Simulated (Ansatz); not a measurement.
# C6H15In: taking an electron away

Aim: the vertical ionisation energy of C6H15In, as cation minus neutral at the neutral's geometry, on several levels, and how well −ε(HOMO) stands in for it.

Method: unrestricted cation, the program's frozen cores in correlated methods; program: Ansatz 0.2.0, Gaussian basis.

The runs, in order: UKS PBE-D4/def2-TZVPP; UKS r2SCAN-D4/def2-TZVPP; UKS PBE0-D4/def2-TZVPP; UKS B3LYP-D4/def2-TZVPP; UKS wB97X-V/def2-TZVPP; UKS wB97M-V/def2-TZVPP; UKS B2PLYP/def2-TZVPP; UHF-CCSD(T)/def2-TZVPP; UHF-MP2/def2-QZVPP; extrapolation to the limit; then −ε(HOMO) from the neutral's earlier runs with LDA (SPW92), PBE-D4, revPBE-D4, BLYP-D4, r2SCAN-D4, B97M-V, PBE0-D4, B3LYP-D4, r2SCANh-D4, r2SCAN0-D4, HSE06-D4, BHLYP-D4, CAM-B3LYP-D4, LC-ωPBE, ωB97X-V, ωB97M-V.

## (1) Structure used throughout

An earlier PBE0-D4 in a triple-zeta def2 set relaxation fixed the geometry. In takes the def2 core potential; no spin-orbit term is included.

SMILES `C[CH](C)[InH][CH](C)C`, 22 atoms, charge 0, spin multiplicity 1.

Atoms are counted from 1 here; the program's logs count them from 0.

Bond lengths: C1–C2 1.521 Å, C1–H8 1.093 Å, C1–H9 1.095 Å, C1–H10 1.099 Å, C2–C3 1.526 Å, C2–In4 2.188 Å, C2–H11 1.096 Å, C3–H12 1.094 Å, C3–H13 1.098 Å, C3–H14 1.096 Å, In4–C5 2.188 Å, In4–H15 1.745 Å, C5–C6 1.523 Å, C5–C7 1.523 Å, C5–H16 1.098 Å, C6–H17 1.098 Å, C6–H18 1.093 Å, C6–H19 1.095 Å and more. Angles: C2–C1–H8 112.4°, C2–C1–H9 111.6°, C2–C1–H10 111.2°, H8–C1–H9 107.1°, H8–C1–H10 107.3°, H9–C1–H10 107.0°, C1–C2–C3 111.4°, C1–C2–In4 112.9°, C1–C2–H11 108.9°, C3–C2–In4 109.6°, C3–C2–H11 108.0°, In4–C2–H11 105.8°, C2–C3–H12 112.5°, C2–C3–H13 111.0°, C2–C3–H14 111.9°, H12–C3–H13 107.2°, H12–C3–H14 107.6°, H13–C3–H14 106.4° and more.

## (2) Cation, UKS PBE-D4/def2-TZVPP

Input file in.yaml:

```yaml
crystal:
  periodic: [false, false, false]
  atoms:
    - {symbol: C, position_ang: [0.495087, -2.694683, -1.665548]}
    - {symbol: C, position_ang: [0.789307, -1.424977, -0.882130]}
    - {symbol: C, position_ang: [1.561058, -1.728629, 0.398386]}
    - {symbol: In, position_ang: [-1.015274, -0.284346, -0.400587]}
    - {symbol: C, position_ang: [-0.889368, 1.823966, 0.170874]}
    - {symbol: C, position_ang: [-1.904037, 2.191870, 1.245266]}
    - {symbol: C, position_ang: [0.522253, 2.233633, 0.568849]}
    - {symbol: H, position_ang: [-0.000727, -2.491403, -2.618672]}
    - {symbol: H, position_ang: [-0.154050, -3.373807, -1.103882]}
    - {symbol: H, position_ang: [1.418831, -3.245721, -1.889354]}
    - {symbol: H, position_ang: [1.405174, -0.761120, -1.500055]}
    - {symbol: H, position_ang: [1.843277, -0.822295, 0.941872]}
    - {symbol: H, position_ang: [2.487303, -2.276429, 0.178414]}
    - {symbol: H, position_ang: [0.984151, -2.359071, 1.083845]}
    - {symbol: H, position_ang: [-2.569433, -1.076249, -0.430539]}
    - {symbol: H, position_ang: [-1.156952, 2.361400, -0.748765]}
    - {symbol: H, position_ang: [-1.874425, 3.267226, 1.466444]}
    - {symbol: H, position_ang: [-2.927427, 1.944542, 0.951778]}
    - {symbol: H, position_ang: [-1.701934, 1.673098, 2.188326]}
    - {symbol: H, position_ang: [0.851766, 1.718652, 1.477297]}
    - {symbol: H, position_ang: [0.579261, 3.309921, 0.779645]}
    - {symbol: H, position_ang: [1.256158, 2.014420, -0.211473]}
basis:
  gaussian: {orbitals: def2-TZVPP}
total_charge: 1
magnetization: {spin_polarized: true, initial_magnetization: 1}
hamiltonian: {xc: pbe, dispersion: d4}
```

The run is started by

```
$ ansatz run in.yaml --threads 4 --pin off --events-out ev --progress --plain --max-ram 66560MiB --backend cuda --devices 0, --max-vram 37GiB
```

After this run come: Cation, UKS r2SCAN-D4/def2-TZVPP; Cation, UKS PBE0-D4/def2-TZVPP; Cation, UKS B3LYP-D4/def2-TZVPP; Cation, UKS wB97X-V/def2-TZVPP; Cation, UKS wB97M-V/def2-TZVPP; Cation, UKS B2PLYP (frozen core)/def2-TZVPP; Cation, UHF-CCSD(T)/def2-TZVPP; Cation, UHF-MP2/def2-QZVPP.

**Question.** What will the summary of the whole plan be? Wanted: ionisation energy, CCSD(T)/CBS; nearest functional by difference; nearest −ε(HOMO); −ε(HOMO) of PBE; T1 of the cation.

As calculated:

```
                        quantity               value
  ionisation energy, CCSD(T)/CBS             8.20 eV
nearest functional by difference  ωB97M-V (-0.08 eV)
                nearest −ε(HOMO)  ωB97M-V (+0.15 eV)
                 −ε(HOMO) of PBE             5.18 eV
                T1 of the cation               0.018
```

**Reading.** Energy differences with functionals land within 0.53 eV of the reference. The PBE orbital energy is 3.0 eV too small: a semilocal HOMO is no ionisation energy. Among orbital estimates ωB97M-V comes nearest. Hartree-Fock falls 0.99 eV short, as the neutral has more correlation energy than the cation. The cation may have settled in a state other than its lowest; no search over hole states beyond the program's own was made. Correlated methods include outer-core shells of In, which these sets cover unevenly. With outer-core shells in play the reference is unsure by up to some tenths of an eV, so close misses can't be ranked.
